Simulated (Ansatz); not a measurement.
# C3H7NOSi: the cost of one run

All numbers are computed with the Python package of Ansatz 0.2.0. The levels of theory stand in the script.

**1. The structure**

Bond lengths: C1–N2 1.270 Å, N2–C3 1.464 Å, C3–C4 1.587 Å, C3–O5 1.402 Å, C3–Si6 1.897 Å, O5–Si6 1.675 Å, C1–H7 1.124 Å, C1–H8 1.060 Å, C4–H9 1.094 Å, C4–H10 1.042 Å, C4–H11 1.094 Å, Si6–H12 1.477 Å, Si6–H13 1.460 Å. Angles (14 of 23 angles, heavy atoms first): C1–N2–C3 114.9°, N2–C3–C4 118.7°, N2–C3–O5 118.8°, N2–C3–Si6 118.5°, C4–C3–O5 113.8°, C4–C3–Si6 114.5°, O5–C3–Si6 58.8°, C3–O5–Si6 75.5°, C3–Si6–O5 45.7°, N2–C1–H7 121.8°, N2–C1–H8 121.1°, C3–C4–H9 107.0°, C3–C4–H10 111.2°, C3–C4–H11 103.6°.

No structure file is read: the coordinates are typed or built in the script.

**2. The code**

Contents of c3h7nosi.py:

```python
"""Dispersion corrections for C3H7NOSi."""

import warnings

import ansatz as az

BASIS_SET = "def2-SVP"

GEOMETRY = """
C    -1.51760   -1.56180   -0.38330
N    -0.85690   -1.01950    0.55640
C     0.05680    0.04330    0.13270
C     1.52570   -0.35150   -0.31900
O    -0.46600    1.15060   -0.54960
Si   -0.07860    1.74010    0.96960
H    -1.45920   -1.18590   -1.44140
H    -2.25780   -2.29370   -0.18150
H     2.01160   -0.81720    0.54410
H     2.04930    0.47880   -0.66850
H     1.36150   -1.09140   -1.10750
H    -1.32360    2.13650    1.65750
H     0.97510    2.73700    0.80520
"""


def main() -> None:
    warnings.simplefilter("ignore", az.DeckWarning)

    geometry = az.Crystal.molecule()
    for line in GEOMETRY.strip().splitlines():
        symbol, *xyz = line.split()
        geometry = geometry.atom(symbol, [float(v) for v in xyz])

    calc = geometry.calculation().basis(gaussian=BASIS_SET)
    for name in ["pbe", "b3lyp"]:
        for correction in ("d3bj", "d4"):
            summary = calc.functional(name, dispersion=correction).run(threads=1).report
            print(f"{name:8s} {correction:5s} total {summary['free_energy_ev']:.5f} eV, of which dispersion {1000 * summary['dispersion']['energy']['ev']:.2f} meV")


if __name__ == "__main__":
    main()
```

**3. The input behind the calls**

The package turns the script's settings into the engine's input (first run):

```yaml
crystal:
  periodic: [false, false, false]
  atoms:
    - { symbol: C, position_ang: [-1.5176, -1.5618, -0.3833] }
    - { symbol: "N", position_ang: [-0.8569, -1.0195, 0.5564] }
    - { symbol: C, position_ang: [0.0568, 0.0433, 0.1327] }
    - { symbol: C, position_ang: [1.5257, -0.3515, -0.319] }
    - { symbol: O, position_ang: [-0.466, 1.1506, -0.5496] }
    - { symbol: Si, position_ang: [-0.0786, 1.7401, 0.9696] }
    - { symbol: H, position_ang: [-1.4592, -1.1859, -1.4414] }
    - { symbol: H, position_ang: [-2.2578, -2.2937, -0.1815] }
    - { symbol: H, position_ang: [2.0116, -0.8172, 0.5441] }
    - { symbol: H, position_ang: [2.0493, 0.4788, -0.6685] }
    - { symbol: H, position_ang: [1.3615, -1.0914, -1.1075] }
    - { symbol: H, position_ang: [-1.3236, 2.1365, 1.6575] }
    - { symbol: H, position_ang: [0.9751, 2.737, 0.8052] }
basis:
  gaussian:
    orbitals: def2-SVP
hamiltonian:
  xc: pbe
  dispersion: d3bj
```

**4. Running it**

The run is started by

```
$ python c3h7nosi.py
```

Q: Estimate wall time and peak memory on 1 thread of Intel Xeon at 2.60GHz (Ice Lake), shared host.

About 14 s, with a peak of 0.31 GiB.
